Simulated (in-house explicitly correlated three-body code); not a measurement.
**Two electrons around a charge of +9.2: exact states and exact Kohn–Sham parts**

Aim: the lowest states of two electrons around a charge of +9.2 to near-exact accuracy, with their sizes and correlation, then the exact Kohn–Sham parts of the ground state and the errors of common functionals.

Program: in-house explicitly correlated three-body code version 1. Level of theory: two electrons, non-relativistic, variational in exponentially correlated functions. These are calculated values, not measurements, unless marked.

## (1) Starting point

| Property | Result |
| --- | --- |
| charge of the centre | +9.2 |
| mass of the centre | infinite |
| interactions | Coulomb |
| basis | 260 functions exp(−a r1 − b r2 − g r12) a state, exponent ranges optimised |
| units | hartree and bohr; relativity and QED are left out |

## (2) Input and results

Settings:

```ini
Z = 9.2
interaction_strength = 1.0
functions = 260
states_tried = 13
```

Run with:

```sh
$ python run_hyl.py task.json out
```

The program writes no log. Results of the run, from its result record (rounded, main fields):

```text
status: converged
states [hartree, bohr]:
  - {"name": "1 1S", "E": -79.04673276217, "change": 7.9e-09, "T": 79.046732518, "inv_r": 8.887549996, "inv_r12": 5.437454641, "r": 0.170004087, "r2": 0.0387467511, "r12": 0.250511176, "r12_2": 0.0785329669, "cos": -0.01443469, "p1p2": 1.1106311, "d1": 230.3976, "d12": 24.959}
  - {"name": "2 3S", "E": -51.21903879042, "change": 1.7e-09, "T": 51.21903876, "inv_r": 5.656001973, "inv_r12": 1.632358744, "r": 0.428731005, "r2": 0.298608789, "r12": 0.721595457, "r12_2": 0.598507488, "cos": -0.004852036, "p1p2": 0.084359437, "d1": 136.6692, "d12": 0.0}
  - {"name": "2 3P", "E": -50.89823565632, "change": 1.3e-08, "T": 50.898235614, "inv_r": 5.637023637, "inv_r12": 1.924763651, "r": 0.379261205, "r2": 0.230726514, "r12": 0.633636464, "r12_2": 0.47466425, "cos": -0.07226929, "p1p2": -5.3159616, "d1": 122.9559, "d12": 0.0}
  - {"name": "2 1S", "E": -50.88071886064, "change": 7.4e-08, "T": 50.880717637, "inv_r": 5.634142404, "inv_r12": 1.906783738, "r": 0.440828663, "r2": 0.31892483, "r12": 0.7377545, "r12_2": 0.640009795, "cos": -0.007471336, "p1p2": 0.097410756, "d1": 135.9127, "d12": 4.3367}
  - {"name": "2 1P", "E": -50.66333606593, "change": 2.3e-08, "T": 50.66333599, "inv_r": 5.620225907, "inv_r12": 2.085484628, "r": 0.388838404, "r2": 0.244331671, "r12": 0.628548032, "r12_2": 0.479749822, "cos": 0.0511035, "p1p2": 5.1083961, "d1": 124.1545, "d12": 1.165}
  - {"name": "3 3S", "E": -46.19257180893, "change": 3.3e-09, "T": 46.192571712, "inv_r": 5.06423661, "inv_r12": 0.7968101117, "r": 0.876582081, "r2": 1.45305195, "r12": 1.60154807, "r12_2": 2.90691172, "cos": -0.001620357, "p1p2": 0.024804778, "d1": 127.6024, "d12": 0.0}
  - {"name": "3 3P", "E": -46.10497386228, "change": 1.3e-08, "T": 46.104973969, "inv_r": 5.058940574, "inv_r12": 0.8745587345, "r": 0.833194621, "r2": 1.31977955, "r12": 1.51721583, "r12_2": 2.6425211, "cos": -0.01743103, "p1p2": -1.2391922, "d1": 123.6886, "d12": 0.0}
  - {"name": "3 1S", "E": -46.10313275356, "change": 7.7e-08, "T": 46.103132466, "inv_r": 5.05847509, "inv_r12": 0.8696764296, "r": 0.89422251, "r2": 1.51849409, "r12": 1.63493351, "r12_2": 3.03799678, "cos": -0.002392516, "p1p2": 0.0307421, "d1": 127.4418, "d12": 1.2632}
  - {"name": "3 1P", "E": -46.04006158358, "change": 3.6e-08, "T": 46.040061014, "inv_r": 5.054436777, "inv_r12": 0.9215140989, "r": 0.846789419, "r2": 1.36731085, "r12": 1.53904434, "r12_2": 2.73349246, "cos": 0.01232895, "p1p2": 1.2791714, "d1": 123.961, "d12": 0.37734}
  - {"name": "4 3S", "E": -44.47772935099, "change": 1.1e-08, "T": 44.477729144, "inv_r": 4.859845606, "inv_r12": 0.4657006644, "r": 1.5073678, "r2": 4.59127339, "r12": 2.85800363, "r12_2": 9.18305399, "cos": -0.0007045393, "p1p2": 0.01039641, "d1": 125.4607, "d12": 0.0}
  - {"name": "4 3P", "E": -44.4418181635, "change": 1.3e-08, "T": 44.441818209, "inv_r": 4.857654644, "inv_r12": 0.4972090774, "r": 1.4699534, "r2": 4.39101502, "r12": 2.78411448, "r12_2": 8.78331094, "cos": -0.00687396, "p1p2": -0.48260868, "d1": 123.8351, "d12": 0.0}
  - {"name": "4 1S", "E": -44.44150526407, "change": 1.2e-07, "T": 44.441503676, "inv_r": 4.857507982, "inv_r12": 0.4951379206, "r": 1.53083112, "r2": 4.74466354, "r12": 2.90419022, "r12_2": 9.48991163, "cos": -0.001031841, "p1p2": 0.013234916, "d1": 125.4043, "d12": 0.52809}
  - {"name": "4 1P", "E": -44.41511941808, "change": 2.2e-08, "T": 44.415118651, "inv_r": 4.855817952, "inv_r12": 0.5168122415, "r": 1.48793333, "r2": 4.5052634, "r12": 2.81802071, "r12_2": 9.01032981, "cos": 0.004842405, "p1p2": 0.50961332, "d1": 123.9395, "d12": 0.16328}
threshold [hartree]: -42.32
transitions:
  - ["1 1S", "2 1P", 28.383397, 0.03767259]
  - ["1 1S", "3 1P", 33.006671, 0.00673249]
  - ["1 1S", "4 1P", 34.631613, 0.002412842]
  - ["2 1S", "2 1P", 0.21738279, 0.4029376]
  - ["2 1S", "3 1P", 4.8406573, 0.1183204]
  - ["2 1S", "4 1P", 6.4655994, 0.02202048]
  - ["3 1S", "2 1P", -4.5602033, 0.01795876]
  - ["3 1S", "3 1P", 0.06307117, 2.416596]
  - ["3 1S", "4 1P", 1.6880133, 0.3705364]
  - ["4 1S", "2 1P", -6.2218308, 0.002862847]
  - ["4 1S", "3 1P", -1.5985563, 0.1162427]
  - ["4 1S", "4 1P", 0.026385846, 8.046805]
  - ["2 3S", "2 3P", 0.32080313, 0.3800453]
  - ["2 3S", "3 3P", 5.1140649, 0.105365]
  - ["2 3S", "4 3P", 6.7772206, 0.02015319]
  - ["3 3S", "2 3P", -4.7056638, 0.01804602]
  - ["3 3S", "3 3P", 0.087597947, 2.330221]
  - ["3 3S", "4 3P", 1.7507537, 0.3362247]
  - ["4 3S", "2 3P", -6.4205063, 0.002810269]
  - ["4 3S", "3 3P", -1.6272445, 0.12054]
  - ["4 3S", "4 3P", 0.035911187, 7.832785]
polarisability [au]: {"1 1S": {"alpha": 0.001478252, "c6": 5.41873e-05, "f_sum": 2.0}, "2 1S": {"alpha": 1.258671, "c6": 0.269056, "f_sum": 2.00042}, "2 3S": {"alpha": 0.8095745, "c6": 0.166181, "f_sum": 2.000493}}
kohn_sham [hartree]: {"Ts": 79.0023548, "hartree": 11.0548761, "Ex": -5.52743803, "Tc": 0.0443777293, "Uc": -0.0899833848, "Ec": -0.0456056555, "norm": 1.99999988}
hartree_fock [hartree]: [-79.001123594, -36.7367486]
```

«change» is the move of the energy from 170 to 260 functions; states that moved too far are left out. d1 and d12 are the expectation values of δ(r1) and δ(r12).

Wall time 19 s (1 thread of AMD EPYC 9R45 (Zen 5), shared host).

## (3) Levels

Binding counts from the one-electron threshold at -42.320000 hartree:

| state | binding (eV) | excitation (eV) | quantum defect | ⟨r⟩ | ⟨r12⟩ (bohr) | ⟨cos θ12⟩ |
| --- | --- | --- | --- | --- | --- | --- |
| 1 ¹S | 999.385 | 0 | 0.043 | 0.1700 | 0.2505 | -0.0144 |
| 2 ³S | 242.155 | 757.230 | 0.056 | 0.4287 | 0.7216 | -0.0049 |
| 2 ³P | 233.426 | 765.960 | 0.020 | 0.3793 | 0.6336 | -0.0723 |
| 2 ¹S | 232.949 | 766.436 | 0.018 | 0.4408 | 0.7378 | -0.0075 |
| 2 ¹P | 227.034 | 772.352 | -0.007 | 0.3888 | 0.6285 | 0.0511 |
| 3 ³S | 105.378 | 894.007 | 0.054 | 0.8766 | 1.602 | -0.0016 |
| 3 ³P | 102.994 | 896.391 | 0.020 | 0.8332 | 1.517 | -0.0174 |
| 3 ¹S | 102.944 | 896.441 | 0.019 | 0.8942 | 1.635 | -0.0024 |
| 3 ¹P | 101.228 | 898.157 | -0.006 | 0.8468 | 1.539 | 0.0123 |
| 4 ³S | 58.7148 | 940.671 | 0.053 | 1.507 | 2.858 | -0.0007 |
| 4 ³P | 57.7376 | 941.648 | 0.019 | 1.470 | 2.784 | -0.0069 |
| 4 ¹S | 57.7291 | 941.656 | 0.019 | 1.531 | 2.904 | -0.0010 |
| 4 ¹P | 57.0111 | 942.374 | -0.006 | 1.488 | 2.818 | 0.0048 |

## (4) Electric-dipole lines

Oscillator strengths from the S state (negative where P lies lower) and rates of the upper state's decay:

| S | P | E(P) − E(S) (eV) | f | rate (1/s) |
| --- | --- | --- | --- | --- |
| 1 ¹S | 2 ¹P | 772.35 | 0.7129 | 6.151e+12 |
| 1 ¹S | 3 ¹P | 898.16 | 0.1481 | 1.729e+12 |
| 1 ¹S | 4 ¹P | 942.37 | 0.05571 | 7.156e+11 |
| 2 ¹S | 2 ¹P | 5.9153 | 0.05839 | 2.955e+07 |
| 2 ¹S | 3 ¹P | 131.72 | 0.3818 | 9.582e+10 |
| 2 ¹S | 4 ¹P | 175.94 | 0.09492 | 4.250e+10 |
| 3 ¹S | 2 ¹P | -124.09 | -0.05460 | 3.648e+10 |
| 3 ¹S | 3 ¹P | 1.7163 | 0.1016 | 4.329e+06 |
| 3 ¹S | 4 ¹P | 45.933 | 0.4170 | 1.272e+10 |
| 4 ¹S | 2 ¹P | -169.30 | -0.01187 | 1.477e+10 |
| 4 ¹S | 3 ¹P | -43.499 | -0.1239 | 1.017e+10 |
| 4 ¹S | 4 ¹P | 0.71800 | 0.1415 | 1.055e+06 |
| 2 ³S | 2 ³P | 8.7295 | 0.08128 | 8.959e+07 |
| 2 ³S | 3 ³P | 139.16 | 0.3592 | 1.006e+11 |
| 2 ³S | 4 ³P | 184.42 | 0.09106 | 4.479e+10 |
| 3 ³S | 2 ³P | -128.05 | -0.05661 | 4.028e+10 |
| 3 ³S | 3 ³P | 2.3837 | 0.1361 | 1.118e+07 |
| 3 ³S | 4 ³P | 47.640 | 0.3924 | 1.288e+10 |
| 4 ³S | 2 ³P | -174.71 | -0.01203 | 1.593e+10 |
| 4 ³S | 3 ³P | -44.280 | -0.1308 | 1.113e+10 |
| 4 ³S | 4 ³P | 0.97719 | 0.1875 | 2.590e+06 |

## (5) Kohn–Sham potentials from the exact density

With two electrons in one orbital the density fixes the Kohn–Sham potential directly; exchange is minus half the Hartree term. On a radial grid:

| r (bohr) | 4πr²n | v_x | v_c | pair density 4πr12²h | Coulomb hole |
| --- | --- | --- | --- | --- | --- |
| 0.022 | 1.872 | -8.696 | -0.034 | 0.1510 | -0.0144 |
| 0.0296 | 2.949 | -8.563 | -0.028 | 0.2696 | -0.0239 |
| 0.0397 | 4.412 | -8.352 | -0.019 | 0.4720 | -0.0377 |
| 0.0533 | 6.211 | -8.026 | -0.008 | 0.8090 | -0.0559 |
| 0.0716 | 8.047 | -7.547 | 0.006 | 1.334 | -0.0749 |
| 0.0962 | 9.329 | -6.887 | 0.017 | 2.062 | -0.0847 |
| 0.129 | 9.328 | -6.052 | 0.021 | 2.874 | -0.0704 |
| 0.174 | 7.632 | -5.068 | 0.017 | 3.446 | -0.0243 |
| 0.233 | 4.836 | -4.074 | 0.010 | 3.288 | 0.0284 |
| 0.313 | 2.150 | -3.145 | 0.004 | 2.274 | 0.0462 |
| 0.42 | 0.6009 | -2.374 | 0.001 | 1.005 | 0.0239 |

The last two columns are read against r12, and the hole is the exact less the Kohn–Sham pair density.

## (6) Functionals against the exact answer

Errors in millihartree. The functional-driven error is that on the exact density; the rest comes from the functional's own density. Hybrids were run self-consistently alone, so they have no split; a dash in a self-consistent column means that the top level came out unbound:

| functional | exchange | correlation | functional-driven | density-driven | total, self-consistent | top level + binding (eV) |
| --- | --- | --- | --- | --- | --- | --- |
| LDA VWN5 | +782.9 | -152.6 | +630.2 | -2.6 | +627.6 | +60.31 |
| LDA PW92 | +782.9 | -151.6 | +631.2 | -2.6 | +628.6 | +60.32 |
| PBE | +107.7 | -2.2 | +105.4 | -1.4 | +104.0 | +54.91 |
| PBEsol | +344.1 | -16.2 | +327.9 | -1.4 | +326.4 | +57.52 |
| BLYP | +40.8 | -4.6 | +36.2 | -1.4 | +34.8 | +54.00 |
| RPBE | +14.5 | -2.2 | +12.3 | -1.5 | +10.8 | +54.24 |
| PW91 | +91.1 | -15.4 | +75.7 | -1.4 | +74.3 | +54.31 |
| BP86 | +40.8 | -32.8 | +8.0 | -1.0 | +7.0 | +54.06 |
| OLYP | +28.3 | -4.6 | +23.7 | -1.3 | +22.3 | +54.01 |
| AM05 | +605.4 | -126.4 | +479.0 | -1.8 | +477.3 | +59.46 |
| TPSS | -3.6 | -3.2 | -6.8 | -0.4 | -7.2 | +50.60 |
| revTPSS | -3.1 | -5.2 | -8.3 | -0.2 | -8.6 | +49.81 |
| SCAN | -4.1 | +1.7 | -2.3 | -0.3 | -2.6 | +48.67 |
| r2SCAN | -4.1 | +1.7 | -2.3 | -0.3 | -2.6 | +48.67 |
| M06-L | -62.2 | -14.2 | -76.4 | -2.3 | -78.8 | +48.11 |
| PBE0 | – | – | – | – | +77.8 | +40.90 |
| B3LYP (VWN-RPA) | – | – | – | – | +50.2 | +43.13 |
| HSE06 | – | – | – | – | +71.5 | +41.28 |
| ωB97X | – | – | – | – | -148.5 | +41.10 |
| r2SCAN0 | – | – | – | – | -1.5 | +36.28 |

## (7) Results

```
                          quantity                                 value
               ground-state energy                  -79.04673276 hartree
    binding of the second electron                             999.39 eV
                  ⟨r12⟩, ⟨cos θ12⟩                  0.2505 bohr, -0.0144
          resonance line 1 ¹S–2 ¹P                 772.35 eV, f = 0.7129
polarisability of the ground state                       0.0014783 bohr³
            Ts, Ex, Ec (Kohn–Sham)  79.00235, -5.52744, -0.04561 hartree
           exact less Hartree–Fock                      -0.04561 hartree
```

In words: The second electron is bound by 999.4 eV, and the mean cosine of -0.014 shows the electrons leaning only slightly to opposite sides. The virial ratio −T/E is 1.0000000, where an exact Coulomb state gives 1. Exchange puts 2 ³S 9.21 eV under 2 ¹S. On the exact density SCAN errs least (-2.3 millihartree) and LDA PW92 most (+631.2). Self-consistent top levels of the semilocal functionals lie +48.1 to +60.3 eV from minus the binding energy, the exact Kohn–Sham level.
